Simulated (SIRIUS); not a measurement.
An input for SIRIUS 7.12.0 (HfIn4SiO6):

File sirius.json:

```json
{
  "control": {
    "processing_unit": "cpu",
    "verbosity": 2,
    "num_bands_to_print": 68,
    "print_forces": true,
    "print_stress": true
  },
  "parameters": {
    "electronic_structure_method": "pseudopotential",
    "xc_functionals": ["XC_GGA_X_SOGGA", "XC_GGA_C_PBE"],
    "gk_cutoff": 6.4,
    "pw_cutoff": 20.0,
    "ngridk": [2, 2, 1],
    "shiftk": [0, 0, 0],
    "smearing": "cold",
    "smearing_width": 0.0003674932,
    "num_bands": 68,
    "num_mag_dims": 1,
    "num_dft_iter": 80,
    "energy_tol": 1e-08,
    "density_tol": 1e-06,
    "fixed_mag": 1e-08,
    "precision_wf": "fp32"
  },
  "iterative_solver": {
    "type": "davidson",
    "min_tolerance": 1e-10
  },
  "mixer": {
    "type": "anderson",
    "beta": 0.5,
    "max_history": 8
  },
  "settings": {
    "tol_ne": 1e-10,
    "smooth_initial_mag": true
  },
  "unit_cell": {
    "lattice_vectors": [
      [5.132552846267, -8.887986676475, 0.008465973038],
      [5.132552846267, 8.887986676475, 0.008465973038],
      [-3.520729845529, 0.0, 13.991815685648]
    ],
    "atom_coordinate_units": "lattice",
    "atom_types": ["Hf", "In", "Si", "O"],
    "atom_files": {
      "Si": "Si.json",
      "In": "In.json",
      "O": "O.json",
      "Hf": "Hf.json"
    },
    "atoms": {
      "Hf": [
        [0.2048, 0.7952, 0.0, 0.0, 0.0, 0.0]
      ],
      "In": [
        [0.37139, 0.62861, 0.5, 0.0, 0.0, 0.0],
        [0.53812, 0.46188, 0.0, 0.0, 0.0, 0.0],
        [0.035, 0.965, 0.5, 0.0, 0.0, 0.0],
        [0.70907, 0.29093, 0.5, 0.0, 0.0, 0.0]
      ],
      "Si": [
        [0.87146, 0.12854, 0.0, 0.0, 0.0, 0.0]
      ],
      "O": [
        [0.10741, 0.06918, 0.86667, 0.0, 0.0, 0.0],
        [0.93082, 0.89259, 0.13333, 0.0, 0.0, 0.0],
        [0.83975, 0.3782, 0.86669, 0.0, 0.0, 0.0],
        [0.6218, 0.16025, 0.13331, 0.0, 0.0, 0.0],
        [0.19813, 0.46891, 0.13338, 0.0, 0.0, 0.0],
        [0.53109, 0.80187, 0.86662, 0.0, 0.0, 0.0]
      ]
    }
  }
}
```

Potentials or basis: GBRV 1.5 PBEsol (ultrasoft).

Launch:

```console
$ upf_to_json si_pbesol_v1.uspp.F.UPF
$ upf_to_json in_pbesol_v1.4.uspp.F.UPF
$ upf_to_json o_pbesol_v1.2.uspp.F.UPF
$ upf_to_json hf_pbesol_v1.uspp.F.UPF
$ OMP_NUM_THREADS=4 sirius.scf --input=sirius.json --output=out.json --task=0
```

Problem. How does this run end?

Solution. The run stopped without a result. It printed:

Output:

```text
[info] SIRIUS version : 7.12.0
[info] number of MPI ranks           : 1
[info] MPI grid                      : 1 1
[info] maximum number of OMP threads : 4
[fft] FFT context for density and potential
[fft] =====================================
[fft]   comm size                             : 1
[fft]   plane wave cutoff                     : 20
[fft]   grid size                             : 72 72 96   total : 497664
[fft]   grid limits                           : -35 36   -35 36   -47 48
[... 79 lines left out ...]
[sym]   0.0000  0.0000  0.0000
[sym] number of space group operations  : 2
[sym] number of magnetic group operations : 2
[sym] metric tensor error: 0.0000e+00
[sym] rotation matrix error: 3.3307e-16
[sym] symmetry operations
[... list of symmetry operations ...]
[atom type] label          : Hf
[atom type] --------------------------------------------------------------------------------
[... 160 lines left out ...]
+----------------------+
[... set-up lines ...]
Warning in function "initial_density_pseudo" at src/density/density.cpp:335
wrong initial charge density
  integral of the density : 96.0000000852
  target number of electrons : 104
[~DFT_ground_state] local op. applied: 0
[~DFT_ground_state] evp. work count: 0
[~DFT_ground_state] number of iterative solver steps: 0
Exception in function "initial_state" at src/dft/dft_ground_state.cpp:37
not compiled with FP32 support
--------------------------------------------------------------------------
MPI_ABORT was invoked on rank 0 in communicator MPI_COMM_WORLD
  Errorcode: -1

NOTE: invoking MPI_ABORT causes Open MPI to kill all MPI processes.
You may or may not see output from other processes, depending on
exactly when Open MPI kills them.
--------------------------------------------------------------------------
```
